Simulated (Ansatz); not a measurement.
# Cu: the cost of one run

Method: DFT PBE, scalar-relativistic, plane waves, PAW, in Ansatz 0.2.0.

**1. The starting structure**

The structure is cubic, space group Fm-3m (No. 225). The conventional cell has a = 3.610 Å, b = 3.610 Å, c = 3.610 Å, α = 90.00°, β = 90.00°, γ = 90.00°. Around Cu (site symmetry m-3m) lie 12 Cu at 2.55 Å.

Structure file:

```
Cu
1.0
     0.00000    1.80500    1.80500
     1.80500    0.00000    1.80500
     1.80500    1.80500    0.00000
Cu
1
Cartesian
  0.0000 0.0000 0.0000
```

**2. Relaxing cell and atoms: Cu, no spin**

The input, input.yaml:

```yaml
crystal:
  lattice:
    - [0.0, 1.805, 1.805]
    - [1.805, 0.0, 1.805]
    - [1.805, 1.805, 0.0]
  atoms:
    - { symbol: Cu, position: [0.0, 0.0, 0.0] }
scf:
  occupations: { method: gaussian, width: 0.1 }
output:
  forces: true
  stress: true
  eigenvalues: true
  write_density: true
  write_potential: true
  elf: true
  volumetric_format: npy
hamiltonian:
  xc: pbe
relax:
  f_tol: 0.003
  max_steps: 60
  cell: { stress_tol: 0.02 }
kpoints:
  mp_grid: { grid: [24, 24, 24] }
```

Started as:

```console
$ ansatz run input.yaml --threads 8 --pin off --max-ram 16384MiB --backend cpu --events-out ev --progress --plain --runs-dir out
```

What time and memory should one allow on 8 threads of Arm Neoverse N1, shared host?

About 5.8 s, with a peak of 0.39 GiB.
